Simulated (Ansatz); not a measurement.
# Br₃HHfO: a ladder of functionals and wavefunction methods

An exercise on one series of results from a longer session: the logs are not shown, and one member is left open.

Program: Ansatz 0.2.0, Gaussian basis. Level of theory: functionals in def2-TZVPP, the program's frozen cores in correlated methods. These are calculated values, not measurements.

The runs, in order: LDA (SPW92), PBE-D4, revPBE-D4, BLYP-D4, r2SCAN-D4, B97M-V, PBE0-D4, B3LYP-D4, r2SCANh-D4, r2SCAN0-D4, HSE06-D4, BHLYP-D4, CAM-B3LYP-D4, LC-ωPBE, ωB97X-V, ωB97M-V, B2PLYP, PBE-QIDH; CCSD(T)/def2-SVP; MP2/def2-TZVPP; MP2/def2-QZVPP; RPA on PBE.

### Structure used throughout

The geometry comes from an earlier relaxation with PBE0-D4 in a triple-zeta def2 set; it is a stationary point. Hf takes the def2 core potential; no spin-orbit term is included.

SMILES `[OH][Hf]([Br])([Br])[Br]`, 6 atoms, charge 0, spin multiplicity 1.

Atoms are counted from 1 here; the program's logs count them from 0.

Bond lengths: O1–Hf2 1.877 Å, O1–H6 0.953 Å, Hf2–Br3 2.490 Å, Hf2–Br4 2.490 Å, Hf2–Br5 2.490 Å. Angles: Hf2–O1–H6 179.9°, O1–Hf2–Br3 109.0°, O1–Hf2–Br4 109.0°, O1–Hf2–Br5 109.0°, Br3–Hf2–Br4 109.9°, Br3–Hf2–Br5 109.9°, Br4–Hf2–Br5 109.9°.

Coordinates:

```xyz
6
charge 0, multiplicity 1
O    -0.7428    0.2405    1.2784
Hf    0.1879   -0.0610   -0.3232
Br    2.5480   -0.6505    0.2087
Br   -0.8983   -1.9343   -1.5525
Br    0.1206    2.0109   -1.7027
H    -1.2154    0.3944    2.0913
```

Set-up of the first run:

in.yaml

```yaml
crystal:
  periodic: [false, false, false]
  atoms:
    - {symbol: O, position_ang: [-0.742798, 0.240478, 1.278363]}
    - {symbol: Hf, position_ang: [0.187937, -0.061012, -0.323230]}
    - {symbol: Br, position_ang: [2.548020, -0.650466, 0.208691]}
    - {symbol: Br, position_ang: [-0.898276, -1.934333, -1.552472]}
    - {symbol: Br, position_ang: [0.120564, 2.010912, -1.702672]}
    - {symbol: H, position_ang: [-1.215447, 0.394420, 2.091310]}
basis:
  gaussian: {orbitals: def2-TZVPP}
hamiltonian: {xc: lda}
output: {orbitals: {seedname: orbitals}}
```

Started as:

```sh
ansatz run in.yaml --threads 4 --pin off --events-out ev --progress --plain --max-ram 11315MiB
```

Among the steps run: LDA; PBE-D4 (GGA); revPBE-D4 (GGA); BLYP-D4 (GGA); r2SCAN-D4 (meta-GGA); B97M-V (meta-GGA); B3LYP-D4 (hybrid); r2SCANh-D4 (hybrid); r2SCAN0-D4 (hybrid); HSE06-D4 (hybrid); BHLYP-D4 (hybrid); CAM-B3LYP-D4 (range-separated); LC-ωPBE (range-separated); ωB97X-V (range-separated); ωB97M-V (range-separated); B2PLYP (double hybrid); PBE-QIDH (double hybrid).

One table of the session follows, with a row left open; its other results are not shown here.

It belongs to the step «Orbital energies across the functionals». 

| functional | HOMO (eV) | LUMO (eV) | gap (eV) |
| --- | --- | --- | --- |
| LDA (SPW92) | -7.49 | -2.74 | 4.75 |
| PBE-D4 | -7.31 | -2.49 | 4.83 |
| revPBE-D4 | -7.26 | -2.40 | 4.86 |
| BLYP-D4 | -7.12 | -2.34 | 4.78 |
| r2SCAN-D4 | -7.68 | -2.35 | 5.33 |
| B97M-V | -7.71 | -2.26 | 5.44 |
| PBE0-D4 | -8.56 | -1.73 | 6.84 |
| B3LYP-D4 | -8.29 | -1.91 | 6.38 |
| r2SCANh-D4 | -8.13 | -2.06 | 6.07 |
| r2SCAN0-D4 | -8.81 | -1.63 | 7.17 |
| HSE06-D4 | -8.17 | -2.10 | 6.07 |
| BHLYP-D4 | -9.64 | -0.78 | 8.85 |
| CAM-B3LYP-D4 | -9.82 | -0.66 | 9.16 |
| LC-ωPBE | ? | ? | ? |
| ωB97X-V | -10.84 | 0.36 | 11.20 |
| ωB97M-V | -10.69 | 0.27 | 10.97 |

**Question.** Estimate the row for LC-ωPBE.

The run gave: HOMO (eV): -11.21; LUMO (eV): 0.44; gap (eV): 11.65. In the column «HOMO (eV)» it is the lowest.
